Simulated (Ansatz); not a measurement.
Working through a ladder of methods at one geometry of BrH4NOSi, SMILES N[SiH](O)Br

Program: the Ansatz DFT code, driven from Python.

The cells in order, each with its output:

**Cell 1**
```python
import warnings

import ansatz as az
from ase import Atoms
```

**Cell 2**
```python
warnings.simplefilter("ignore", az.DeckWarning)
```

**Cell 3**
```python
atoms = Atoms(["N", "Si", "O", "Br", "H", "H", "H", "H"], positions=[
    (-0.9367, 0.5937, 0.0038),
    (0.5149, -0.1033, -0.1893),
    (0.5973, -1.0413, 1.1395),
    (0.5254, -1.3446, -1.9832),
    (-1.1655, 1.2044, -0.8451),
    (-0.931, 1.2982, 0.7752),
    (1.5794, 0.9494, -0.2298),
    (-0.0916, -1.6136, 1.273),
])
brh4nosi = az.Crystal.molecule_from_ase(atoms)
```

**Cell 4**
```python
setup = brh4nosi.calculation().basis(gaussian="def2-SVP")

methods = ["mp2", "ccsd", "ccsd_t"]
batch = az.Session.batch([setup.correlation(m).input() for m in methods])
reports = sorted(batch.plan().execute().molecular_reports, key=lambda each: each["member"])
print(f"Hartree-Fock reference {reports[0]['reference_energy_ev'] / 27.211386246:.6f} Ha")
best = reports[-1]["free_energy_ev"] - reports[-1]["reference_energy_ev"]
for method, each in zip(methods, reports):
    gained = each["free_energy_ev"] - each["reference_energy_ev"]
    print(f"{method:8s} total {each['free_energy_ev'] / 27.211386246:.6f} Ha  correlation {gained:9.4f} eV  ({100 * gained / best:.1f} % of the last)")
```
Output:
```text
Hartree-Fock reference -2992.585457 Ha
mp2      total -2993.267615 Ha  correlation  -18.5625 eV  (94.2 % of the last)
ccsd     total -2993.293513 Ha  correlation  -19.2672 eV  (97.8 % of the last)
ccsd_t   total -2993.309261 Ha  correlation  -19.6957 eV  (100.0 % of the last)
```

Caveats:
- Total energies depend on the basis set; only differences at equal settings carry meaning.
- The geometry is a force-field or estimated start, not a minimum of this method, and the basis set is short of its limit. A lower total doesn't mark the better method: functionals have no common bound, and MP2 and coupled cluster aren't variational.
- Inner cores stay frozen; a filled d shell under the valence of the heavier atoms is correlated with it.
